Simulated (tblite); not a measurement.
# C10H7F3Se: the cost of one run

Computed with tblite 0.8.0 and PySCF 2.14.0 and routines of our own; the level stands in each step. Atoms count from 0.

## (1) The system as given

21 atoms, charge 0, multiplicity 1; geometry from: force field or distance geometry start.

## (2) Geometry optimisation with GFN2-xTB

Job settings and geometry (Å):

```
{"job": {"kind": "relax", "xc": "GFN2-xTB", "basis": "xTB"}, "charge": 0, "multiplicity": 1}
C      3.369600    -1.688600    -0.050900
Se     2.534000    -0.349600     1.087800
C      0.744700     0.048900     0.605300
C     -0.231900    -0.903100     0.391200
C     -1.528200    -0.530300     0.046200
C     -2.592600    -1.554100    -0.187300
F     -3.859300    -1.026300    -0.154900
F     -2.305000    -2.210100    -1.343600
F     -2.564800    -2.512300     0.839500
C     -1.877800     0.800000    -0.119300
C     -0.887400     1.765100     0.082600
C      0.398800     1.382600     0.444500
C      0.762400     2.803500     0.472600
C     -0.466600     3.174700     0.114500
H      2.603100    -2.363400    -0.479500
H      4.092000    -2.313200     0.517500
H      3.901500    -1.134900    -0.866700
H     -0.001600    -1.979700     0.517500
H     -2.868300     1.125000    -0.396100
H      1.691000     3.329500     0.681800
H     -0.922600     4.153400    -0.048500
```

The run is started by

```bash
$ OMP_NUM_THREADS=1 python excited_run.py task.json out
```

This one command runs all jobs of the session in turn.

**Question.** How long does this run take on 1 thread of Arm Neoverse V1, shared host?

About 2.1 s.
